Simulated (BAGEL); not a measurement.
# C2H4B2S (SMILES BSBC#C): HF/STO-3G (density fitting with qzvpp-jkfit)

What is the vertical singlet–triplet gap of C2H4B2S at HF/STO-3G (density fitting with qzvpp-jkfit)? 

Program for the calculation: BAGEL 1.2.2.

4 further runs of the same task are left out: 2 that didn't finish, 2 set aside as unsound or not needed.

### 1 The molecule

C2H4B2S has 9 atoms, charge 0, and is taken as a singlet. SMILES: `BSBC#C`. Geometry: relaxed at GFN2-xTB. This is one conformer, not always the lowest.

Bond lengths: B1–S2 1.770 Å, S2–B3 1.802 Å, B3–C4 1.499 Å, C4–C5 1.207 Å, B1–H6 1.167 Å, B1–H7 1.168 Å, B3–H8 1.169 Å, C5–H9 1.052 Å. Angles: B1–S2–B3 104.8°, S2–B3–C4 118.9°, B3–C4–C5 179.6°, S2–B1–H6 117.1°, S2–B1–H7 120.9°, S2–B3–H8 120.0°, C4–B3–H8 121.1°, C4–C5–H9 179.9°, H6–B1–H7 122.0°.

### 2 The energy at HF/STO-3G (density fitting with qzvpp-jkfit)

Contents of input.json:

```json
{ "bagel" : [

{
  "title" : "molecule",
  "basis" : "sto-3g",
  "df_basis" : "qzvpp-jkfit",
  "angstrom" : true,
  "geometry" : [
    { "atom" : "B", "xyz" : [    0.614380,    1.617300,    1.712530 ] },
    { "atom" : "S", "xyz" : [   -0.408550,    1.198480,    0.330740 ] },
    { "atom" : "B", "xyz" : [    0.123580,   -0.453780,   -0.152380 ] },
    { "atom" : "C", "xyz" : [   -0.545990,   -1.118180,   -1.317090 ] },
    { "atom" : "C", "xyz" : [   -1.081210,   -1.659910,   -2.252900 ] },
    { "atom" : "H", "xyz" : [    0.443030,    2.662200,    2.202820 ] },
    { "atom" : "H", "xyz" : [    1.423880,    0.874290,    2.107170 ] },
    { "atom" : "H", "xyz" : [    0.978130,   -0.989710,    0.439330 ] },
    { "atom" : "H", "xyz" : [   -1.547260,   -2.130690,   -3.070210 ] }
  ]
},
{
  "title" : "hf"
},
{
  "title" : "print",
  "file" : "orbitals.molden",
  "orbitals" : true
}

]}
```

Command:

```
$ BAGEL_NUM_THREADS=1 BAGEL input.json > input.out
```

The program printed:

```text
* using 1 threads per process

  ===============================================================
  ===============================================================

  *** Geometry ***

  { "atom" : "B", "xyz" : [      1.161010,      3.056254,      3.236213 ] },
  { "atom" : "S", "xyz" : [     -0.772048,      2.264799,      0.625008 ] },
  { "atom" : "B", "xyz" : [      0.233532,     -0.857520,     -0.287956 ] },
  { "atom" : "C", "xyz" : [     -1.031772,     -2.113054,     -2.488939 ] },
  { "atom" : "C", "xyz" : [     -2.043191,     -3.136775,     -4.257364 ] },
  { "atom" : "H", "xyz" : [      0.837205,      5.030829,      4.162727 ] },
  { "atom" : "H", "xyz" : [      2.690743,      1.652169,      3.981974 ] },
  { "atom" : "H", "xyz" : [      1.848398,     -1.870281,      0.830213 ] },
  { "atom" : "H", "xyz" : [     -2.923898,     -4.026421,     -5.801856 ] },

  Number of auxiliary basis functions:      500

  Since a DF basis is specified, we compute 2- and 3-index integrals:
    o Being stored without compression. Storage requirement is 0.004 GB

  Number of basis functions:       33
  Number of electrons      :       42

    * METHOD: MOLECULE                             0.16

  *** RHF ***

  === Nuclear Repulsion ===
   153.8430584548

      * DIIS with orbital gradients will be used.

  === RHF iteration (sto-3g) ===
      0       -518.95722394          0.01135777           0.02
      1       -519.02145357          0.00312322           0.02
      2       -519.02628984          0.00093434           0.02
      3       -519.02681244          0.00027053           0.02
      4       -519.02684580          0.00017112           0.02
      5       -519.02686615          0.00006850           0.02
      6       -519.02687116          0.00002913           0.02
      7       -519.02687215          0.00000767           0.02
      8       -519.02687221          0.00000162           0.02
      9       -519.02687221          0.00000059           0.02
     10       -519.02687221          0.00000030           0.02
     11       -519.02687221          0.00000011           0.02
     12       -519.02687221          0.00000004           0.02
     13       -519.02687221          0.00000002           0.02
     14       -519.02687221          0.00000001           0.02
     15       -519.02687221          0.00000000           0.02
    * SCF iteration converged.

    * Permanent dipole moment:
           (    0.024553,     0.201334,     0.155987) a.u.

    * METHOD: HF                                   0.38

    * METHOD: PRINT                                0.00

  ===============================================================
```

Run time: 0.7 s. Hardware: 1 thread of Arm Neoverse V2, shared host; peak memory 0.081 GiB.

### 3 The triplet, same level

Contents of input.json:

```json
{ "bagel" : [

{
  "title" : "molecule",
  "basis" : "sto-3g",
  "df_basis" : "qzvpp-jkfit",
  "angstrom" : "true",
  "geometry" : [
    { "atom" : "B", "xyz" : [       0.614380,       1.617300,       1.712530 ] },
    { "atom" : "S", "xyz" : [      -0.408550,       1.198480,       0.330740 ] },
    { "atom" : "B", "xyz" : [       0.123580,      -0.453780,      -0.152380 ] },
    { "atom" : "C", "xyz" : [      -0.545990,      -1.118180,      -1.317090 ] },
    { "atom" : "C", "xyz" : [      -1.081210,      -1.659910,      -2.252900 ] },
    { "atom" : "H", "xyz" : [       0.443030,       2.662200,       2.202820 ] },
    { "atom" : "H", "xyz" : [       1.423880,       0.874290,       2.107170 ] },
    { "atom" : "H", "xyz" : [       0.978130,      -0.989710,       0.439330 ] },
    { "atom" : "H", "xyz" : [      -1.547260,      -2.130690,      -3.070210 ] }
  ]
},

{
  "title" : "uhf",
  "charge" : 0,
  "nopen" : 2
},

{
  "title" : "print",
  "file" : "orbitals.molden",
  "orbitals" : "true"
}

]}
```

Command:

```
$ BAGEL_NUM_THREADS=1 BAGEL input.json > input.out
```

The program printed:

```text
* using 1 threads per process

  ===============================================================
  ===============================================================

  *** Geometry ***

  { "atom" : "B", "xyz" : [      1.161010,      3.056254,      3.236213 ] },
  { "atom" : "S", "xyz" : [     -0.772048,      2.264799,      0.625008 ] },
  { "atom" : "B", "xyz" : [      0.233532,     -0.857520,     -0.287956 ] },
  { "atom" : "C", "xyz" : [     -1.031772,     -2.113054,     -2.488939 ] },
  { "atom" : "C", "xyz" : [     -2.043191,     -3.136775,     -4.257364 ] },
  { "atom" : "H", "xyz" : [      0.837205,      5.030829,      4.162727 ] },
  { "atom" : "H", "xyz" : [      2.690743,      1.652169,      3.981974 ] },
  { "atom" : "H", "xyz" : [      1.848398,     -1.870281,      0.830213 ] },
  { "atom" : "H", "xyz" : [     -2.923898,     -4.026421,     -5.801856 ] },

  Number of auxiliary basis functions:      500

  Since a DF basis is specified, we compute 2- and 3-index integrals:
    o Being stored without compression. Storage requirement is 0.004 GB

  Number of basis functions:       33
  Number of electrons      :       42

    * METHOD: MOLECULE                             0.16

  *** Open-shell HF ***

  === Nuclear Repulsion ===
   153.8430584548

      * DIIS with orbital gradients will be used.

  === UHF iteration (sto-3g) ===
      0       -518.76621147          0.01968650           0.04
      1       -518.83413951          0.00616265           0.04
      2       -518.84616017          0.00318850           0.04
      3       -518.85045563          0.00208331           0.04
      4       -518.85333466          0.00143835           0.04
      5       -518.85535913          0.00094482           0.04
      6       -518.85634050          0.00047464           0.04
      7       -518.85645172          0.00023668           0.04
      8       -518.85650405          0.00010893           0.04
      9       -518.85651562          0.00004178           0.04
     10       -518.85651762          0.00002303           0.04
     11       -518.85651832          0.00001444           0.04
     12       -518.85651856          0.00001146           0.04
     13       -518.85651869          0.00000968           0.04
     14       -518.85651878          0.00000948           0.04
     15       -518.85651881          0.00000954           0.04
     16       -518.85651876          0.00000927           0.04
     17       -518.85651847          0.00000808           0.04
     18       -518.85651838          0.00000747           0.04
     19       -518.85651828          0.00000575           0.04
     20       -518.85651815          0.00000379           0.04
     21       -518.85651810          0.00000230           0.04
     22       -518.85651810          0.00000148           0.04
     23       -518.85651810          0.00000084           0.04
     24       -518.85651810          0.00000047           0.04
     25       -518.85651810          0.00000031           0.04
     26       -518.85651810          0.00000020           0.04
     27       -518.85651810          0.00000008           0.04
     28       -518.85651810          0.00000004           0.04
     29       -518.85651810          0.00000002           0.04
     30       -518.85651810          0.00000002           0.04
     31       -518.85651810          0.00000001           0.04
    * SCF iteration converged.

    * S^2 (UHF) is 2.0573

    * Permanent dipole moment:
           (    0.583859,     1.031065,     1.306105) a.u.

    * METHOD: UHF                                  1.22

    * METHOD: PRINT                                0.00

  ===============================================================
```

It took 1.6 s on 1 thread of Arm Neoverse V2, shared host; peak memory 0.081 GiB.

### 4 Results

Level: HF/STO-3G (density fitting with qzvpp-jkfit).

```
                                        quantity          value
                           singlet: total energy  -519.02687 Eh
                          singlet: dipole moment         0.65 D
                            singlet: HOMO energy       -8.40 eV
                            singlet: LUMO energy        5.04 eV
                          singlet: HOMO–LUMO gap       13.45 eV
                           triplet: total energy  -518.85652 Eh
                          triplet: dipole moment         4.48 D
                                   triplet: ⟨S²⟩          2.057
vertical energy of the triplet above the singlet       4.636 eV
```

**Reading.** At this shape the triplet lies 4.64 eV (107 kcal/mol) above the singlet. In a minimal basis such a difference can be off by several eV, whatever the method.
